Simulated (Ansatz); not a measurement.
# TiAl: an axial (c/a) deformation path

The task here is to estimate one member of a computed series from the others.

Computed with Ansatz 0.2.0 (DFT PBEsol, scalar-relativistic, plane waves, PAW, unless a step's input says otherwise).

### The starting structure

It takes space group P-6m2 (No. 187, hexagonal). Conventional cell: a = 2.867 Å, b = 2.867 Å, c = 4.678 Å, α = 90.00°, β = 90.00°, γ = 120.00°. Around Ti (site symmetry -6m2) lie 6 Al at 2.87 Å and 6 Ti at 2.87 Å. Al (site symmetry -6m2) has 6 Ti at 2.87 Å and 6 Al at 2.87 Å in its first shell of neighbours.

Coordinates:

```
Ti Al
1.0
     2.86726    0.00000    0.00000
    -1.43363    2.48312    0.00000
     0.00000    0.00000    4.67808
Ti Al
1 1
Direct
  0.00000 0.00000 0.00000
  0.33333 0.66667 0.50000
```

It goes back to an entry of the Materials Project, which need not be the stable form.

No relaxation comes first: the listed cell is the starting point.

### Zero of energy

Reference values: F = -2998.9539 eV; pressure -2.83 GPa; largest force 0.000 eV/Å; gap on the mesh none (metal). It was computed beforehand with the settings of the runs below.

The first run:

At fixed volume and fractional coordinates, lengths along (0.000, 0.000, 1.000) are scaled against those across it; ρ is that ratio over its starting value.

input.yaml reads:

```yaml
crystal:
  lattice:
    - [3.0268746698, 0.0, 0.0]
    - [-1.5134373349, 2.6213503582, 0.0]
    - [0.0, 0.0, 4.1977239328]
  atoms:
    - { symbol: Ti, position: [0.0, 0.0, 0.0] }
    - { symbol: Al, position: [0.3333333333, 0.6666666667, 0.5] }
basis:
  ecutwfc: 420
kpoints:
  mp_grid: { grid: [24, 24, 12] }
hamiltonian:
  xc: pbesol
scf:
  occupations: { method: gaussian, width: 0.15 }
output:
  forces: true
  stress: true
  eigenvalues: true
```

Run with:

```bash
ansatz run input.yaml --threads 1 --pin off --max-ram 2560MiB --backend cpu --events-out ev --progress --plain --runs-dir out
```

Among the steps run: ρ = 0.850; Point ρ = 1.200; At ρ = 0.920; At ρ = 1.100; At ρ = 0.960; ρ = 1.050; ρ = 0.800.

One of the session's tables, all rows but one given; the rest of the session is left out.

It belongs to the step «The scan collected». The scan, with free energies counted from the undisturbed cell:

| ρ | ΔE (meV/atom) | pressure (GPa) |
| --- | --- | --- |
| 0.800 | 178.8 | 1.9 |
| 0.850 | ? | ? |
| 0.920 | 22.2 | -1.5 |
| 0.960 | 3.5 | -2.3 |
| 1.000 | 0.0 | -2.8 |
| 1.050 | 17.2 | -3.1 |
| 1.100 | 58.5 | -2.8 |
| 1.200 | 206.3 | -0.9 |

**Question.** Estimate the row for ρ = 0.850.

Worked estimate for «ΔE (meV/atom)». A straight line through the neighbours (0.800, 178.8) and (0.920, 22.2) gives 178.8 + (22.2 − 178.8) × (0.850 − 0.800) / (0.920 − 0.800) = 113.6; a parabola fitted to 3 rows on both sides gives 95.2.

The run gave: ΔE (meV/atom): 94.5; pressure (GPa): 0.4. In «ΔE (meV/atom)» the line misses by +19.1 and the parabola by +0.7.
